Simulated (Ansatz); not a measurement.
# wB97M-V/cc-pVDZ run of C3H10Si (trimethylsilane)

Aim: the energy change on altering one bond length of C3H10Si (trimethylsilane) at wB97M-V/cc-pVDZ, from 2 runs. 

The results are computed with Ansatz 0.2.0.

46 further runs of the same task are left out: 1 that didn't finish, 45 set aside as unsound or not needed.

## 1. The structure to begin with

The species is C3H10Si (14 atoms), meant as a singlet with charge 0. SMILES: `C[SiH](C)C`. Geometry: relaxed at PBE0-D4/def2-TZVP.

Bond lengths: C1–Si2 1.874 Å, Si2–C3 1.874 Å, Si2–C4 1.874 Å, C1–H5 1.093 Å, C1–H6 1.093 Å, C1–H7 1.094 Å, Si2–H8 1.494 Å, C3–H9 1.094 Å, C3–H10 1.093 Å, C3–H11 1.093 Å, C4–H12 1.093 Å, C4–H13 1.094 Å, C4–H14 1.093 Å. Some angles: C1–Si2–C3 110.3°, C1–Si2–C4 110.3°, C3–Si2–C4 110.3°, C1–Si2–H8 108.6°, C3–Si2–H8 108.6°, C4–Si2–H8 108.6°, Si2–C1–H5 111.2°, Si2–C1–H6 111.1°, Si2–C1–H7 110.9°, Si2–C3–H9 110.9°.

## 2. A single-point energy at wB97M-V/cc-pVDZ

The input, input.yaml:

```yaml
crystal:
  periodic: [false, false, false]
  atoms:
    - {symbol: C, position_ang: [-0.956800, 1.082600, -1.038400]}
    - {symbol: Si, position_ang: [-0.338800, -0.014600, 0.348900]}
    - {symbol: C, position_ang: [1.239400, 0.684100, 1.077800]}
    - {symbol: C, position_ang: [-0.051300, -1.756700, -0.277600]}
    - {symbol: H, position_ang: [-1.888100, 0.697200, -1.460900]}
    - {symbol: H, position_ang: [-1.145900, 2.098700, -0.683100]}
    - {symbol: H, position_ang: [-0.221600, 1.141300, -1.845900]}
    - {symbol: H, position_ang: [-1.379500, -0.059300, 1.420400]}
    - {symbol: H, position_ang: [2.029000, 0.733500, 0.322800]}
    - {symbol: H, position_ang: [1.601800, 0.063500, 1.901200]}
    - {symbol: H, position_ang: [1.081800, 1.694100, 1.464300]}
    - {symbol: H, position_ang: [-0.968800, -2.184000, -0.689800]}
    - {symbol: H, position_ang: [0.706900, -1.767300, -1.065700]}
    - {symbol: H, position_ang: [0.291900, -2.413100, 0.526000]}
basis:
  gaussian:
    orbitals: cc-pVDZ
output:
  orbitals: {seedname: orbitals}
accuracy: high
hamiltonian:
  xc: {name: wB97M-V}
```

On the command line:

```bash
$ ansatz run input.yaml --threads 1 --pin off --max-ram 3480MiB --events-out events.jsonl --progress --plain --runs-dir runs
```

What it wrote:

```text
Warning: RAYON_NUM_THREADS=1 ignored (pool sized by the plan → 1); use --threads N
Functional definition: wB97M-V
  name "wB97M-V"
  parameter omega = 0.3/bohr
  parameter cx = 0.15
  parameter cx01 = 1.007
  parameter cx10 = 0.259
  parameter css00 = 0.443
  parameter css04 = -1.437
  parameter css10 = -4.535
  parameter css20 = -3.390
  parameter css43 = 4.278
  parameter cos00 = 1.000
  parameter cos10 = 1.358
  parameter cos20 = 2.924
  parameter cos21 = -8.812
  parameter cos60 = -1.390
  parameter cos61 = 9.142
  parameter b = 6.0
  parameter c = 0.01
  gx(w, u) = 1 - cx + cx01*u + cx10*w
  gss(w, u) = css00 + css04*u^4 + css10*w + css20*w^2 + css43*w^4*u^3
  gos(w, u) = cos00 + cos10*w + (cos20 + cos21*u)*w^2 + (cos60 + cos61*u)*w^6
  exchange = spin_sum(e_x_unif_sr(omega)*gx(b97_w, b97_u_x)) + cx*exact_x_sr(omega) + exact_x_lr(omega)
  correlation = spin_sum(e_c_pw_mod_same_spin*gss(b97_w, b97_u_same))
      + integral(e_c_pw_mod_opposite_spin*gos(b97_w_opposite, b97_u_opposite)) + vv10(b, c)
2718 factors; integrals over basis functions are off by at most 4.0e-9 eV
469 factors; integrals over basis functions are off by at most 2.5e-9 eV
mean field evaluation 1: about -11144.0716 eV, gradient 4.8e1 eV
mean field evaluation 2: about -11146.7413 eV, gradient 3.3e1 eV
mean field evaluation 4: about -11149.4039 eV, gradient 4.2e-1 eV
mean field evaluation 8: about -11149.5514 eV, gradient 5.9e-3 eV
mean field evaluation 16: about -11149.5514 eV, gradient 1.7e-6 eV
mean field -11149.55135343 eV, -409.7384548014 hartree, gradient 2.9e-8 eV, S^2 0.000000; 0 other end points of the search recorded, 0 dependent functions left out
reference -11149.55135853 eV, -409.7384549886 hartree; 21, 21 occupied and 89, 89 virtual orbitals, 2718 factors
Total energy: -11149.55135853 eV, -409.7384549886 hartree
```

Wall time 1.8 min (1 thread of Arm Neoverse V1, shared host); peak memory 0.8 GiB.

## 3. The distorted shape at the same level

The input, run.yaml:

```yaml
crystal:
  periodic: [false, false, false]
  atoms:
    - {symbol: C, position_ang: [-1.049487, 1.247157, -1.246466]}
    - {symbol: Si, position_ang: [-0.338800, -0.014600, 0.348900]}
    - {symbol: C, position_ang: [1.239400, 0.684100, 1.077800]}
    - {symbol: C, position_ang: [-0.051300, -1.756700, -0.277600]}
    - {symbol: H, position_ang: [-1.980787, 0.861757, -1.668966]}
    - {symbol: H, position_ang: [-1.238587, 2.263257, -0.891166]}
    - {symbol: H, position_ang: [-0.314287, 1.305857, -2.053966]}
    - {symbol: H, position_ang: [-1.379500, -0.059300, 1.420400]}
    - {symbol: H, position_ang: [2.029000, 0.733500, 0.322800]}
    - {symbol: H, position_ang: [1.601800, 0.063500, 1.901200]}
    - {symbol: H, position_ang: [1.081800, 1.694100, 1.464300]}
    - {symbol: H, position_ang: [-0.968800, -2.184000, -0.689800]}
    - {symbol: H, position_ang: [0.706900, -1.767300, -1.065700]}
    - {symbol: H, position_ang: [0.291900, -2.413100, 0.526000]}
basis:
  gaussian:
    orbitals: cc-pVDZ
output:
  orbitals: {seedname: orbitals}
total_charge: 0
accuracy: high
hamiltonian:
  xc: {name: wB97M-V}
```

On the command line:

```bash
$ ansatz run run.yaml --threads 1 --pin off --max-ram 3480MiB --events-out events.jsonl --progress --plain --runs-dir runs
```

What it wrote, cut to the lines that bear on the results:

```text
Warning: RAYON_NUM_THREADS=1 ignored (pool sized by the plan → 1); use --threads N
[... 2 set-up lines as earlier in the session ...]
[...]
  gx(w, u) = 1 - cx + cx01*u + cx10*w
  gss(w, u) = css00 + css04*u^4 + css10*w + css20*w^2 + css43*w^4*u^3
  gos(w, u) = cos00 + cos10*w + (cos20 + cos21*u)*w^2 + (cos60 + cos61*u)*w^6
[...]
      + integral(e_c_pw_mod_opposite_spin*gos(b97_w_opposite, b97_u_opposite)) + vv10(b, c)
2695 factors; integrals over basis functions are off by at most 4.0e-9 eV
481 factors; integrals over basis functions are off by at most 2.2e-9 eV
[...]
mean field -11149.09166465 eV, -409.7215615501 hartree, gradient 7.3e-8 eV, S^2 0.000000; 0 other end points of the search recorded, 0 dependent functions left out
reference -11149.09166983 eV, -409.7215617406 hartree; 21, 21 occupied and 89, 89 virtual orbitals, 2695 factors
Total energy: -11149.09166983 eV, -409.7215617406 hartree
```

Run time: 1.8 min. Hardware: 1 thread of Arm Neoverse V1, shared host; peak memory 0.8 GiB.

## 4. Summary of results

Level: wB97M-V/cc-pVDZ.

```
                                                          quantity          value
                                         first shape: total energy  -409.73845 Eh
                                          first shape: HOMO energy      -10.68 eV
                                          first shape: LUMO energy        3.40 eV
                                        first shape: HOMO–LUMO gap       14.08 eV
                                     distorted shape: total energy  -409.72156 Eh
                                      distorted shape: HOMO energy       -9.98 eV
                                      distorted shape: LUMO energy        3.35 eV
                                    distorted shape: HOMO–LUMO gap       13.33 eV
energy change with the C1–Si2 bond stretched from 1.874 to 2.155 Å       0.460 eV
```

In words: With the C1–Si2 bond stretched from 1.874 to 2.155 Å the energy rises by 0.46 eV (10.6 kcal/mol). The first shape isn't relaxed at this level, so the change isn't measured from a minimum.
